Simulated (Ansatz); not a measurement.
# C₂H₄Br₂: one species, many methods

How much do the methods differ for C₂H₄Br₂? The plan is to run it at one geometry with functionals of several rungs and with coupled cluster, and see how far each lands from CCSD(T) at the basis-set limit for the atomisation energy.

Program: Ansatz 0.2.0, Gaussian basis. Level of theory: functionals in def2-TZVPP, the program's frozen cores in correlated methods. These are calculated values, not measurements.

The runs, in order: PBE-D4, r2SCAN-D4, PBE0-D4, B3LYP-D4, ωB97X-V, ωB97M-V, B2PLYP; CCSD(T)/def2-TZVPP; MP2/def2-QZVPP; extrapolation to the limit.

### 1 The relaxed structure

An earlier PBE0-D4 in a triple-zeta def2 set relaxation fixed the geometry.

8 atoms, charge 0, spin multiplicity 1.

Atoms are counted from 1 here; the program's logs count them from 0.

Bond lengths: Br1–C2 1.948 Å, C2–C3 1.500 Å, C2–H5 1.087 Å, C2–H6 1.087 Å, C3–Br4 1.948 Å, C3–H7 1.087 Å, C3–H8 1.087 Å. Angles: Br1–C2–C3 109.0°, Br1–C2–H5 106.6°, Br1–C2–H6 106.6°, C3–C2–H5 112.2°, C3–C2–H6 112.2°, H5–C2–H6 110.0°, C2–C3–Br4 109.0°, C2–C3–H7 112.2°, C2–C3–H8 112.2°, Br4–C3–H7 106.6°, Br4–C3–H8 106.6°, H7–C3–H8 110.0°.

### 2 PBE-D4 (GGA)

Contents of in.yaml:

```yaml
crystal:
  periodic: [false, false, false]
  atoms:
    - {symbol: Br, position_ang: [-1.170091, 1.594268, -1.181037]}
    - {symbol: C, position_ang: [0.283497, 0.600698, -0.348527]}
    - {symbol: C, position_ang: [-0.283497, -0.600741, 0.348466]}
    - {symbol: Br, position_ang: [1.170044, -1.593982, 1.181435]}
    - {symbol: H, position_ang: [0.969164, 0.327226, -1.146549]}
    - {symbol: H, position_ang: [0.770851, 1.284366, 0.342011]}
    - {symbol: H, position_ang: [-0.969386, -0.327272, 1.146296]}
    - {symbol: H, position_ang: [-0.770592, -1.284563, -0.342105]}
basis:
  gaussian: {orbitals: def2-TZVPP}
hamiltonian: {xc: pbe, dispersion: d4}
output: {forces: true, orbitals: {seedname: orbitals}}
```

The run is started by

```console
$ ansatz run in.yaml --threads 2 --pin off --events-out ev --progress --plain --max-ram 32768MiB --backend cpu
```

Further steps of the session: r2SCAN-D4 (meta-GGA); PBE0-D4 (hybrid); B3LYP-D4 (hybrid); ωB97X-V (range-separated); ωB97M-V (range-separated); B2PLYP (double hybrid); CCSD(T) in def2-TZVPP; MP2 in def2-QZVPP.

**Question.** What will the summary of the whole plan be? Wanted: atomisation energy, CCSD(T)/CBS; farthest; mean size of error, hybrid; mean size of error, range-separated; gap, smallest and largest; T1 diagnostic; triples share of the correlation energy.

The runs gave:

| quantity | value |
| --- | --- |
| atomisation energy, CCSD(T)/CBS | 2724.4 kJ/mol |
| functionals within 27.2 kJ/mol (1.0 %) | r2SCAN-D4, PBE0-D4, B3LYP-D4, ωB97X-V, ωB97M-V |
| farthest | PBE-D4 (+56.2 kJ/mol) |
| mean size of error, hybrid | 18.8 kJ/mol |
| mean size of error, range-separated | 17.5 kJ/mol |
| gap, smallest and largest | 5.21 eV (PBE-D4), 12.19 eV (ωB97X-V) |
| T1 diagnostic | 0.0076 |
| triples share of the correlation energy | 3.6 % |

What this shows: PBE-D4 is off by +56.2 kJ/mol. Double hybrids carry the basis error of their MP2 part in triple zeta, and no dispersion term here, so their miss is partly the set-up's. Misses under about 27.2 kJ/mol are within the doubt on the reference itself, which lacks core-valence correlation, relativity and higher excitations, and its outer-core shells are covered unevenly. All levels share the lack of spin-orbit coupling, which lowers the free heavy atoms and so the true binding. Hartree-Fock recovers 72 % of the binding; the rest is correlation. Orbital gaps span 5.2 to 12.2 eV; exact exchange widens them. Correlated methods include outer-core shells of Br, which these sets cover unevenly.
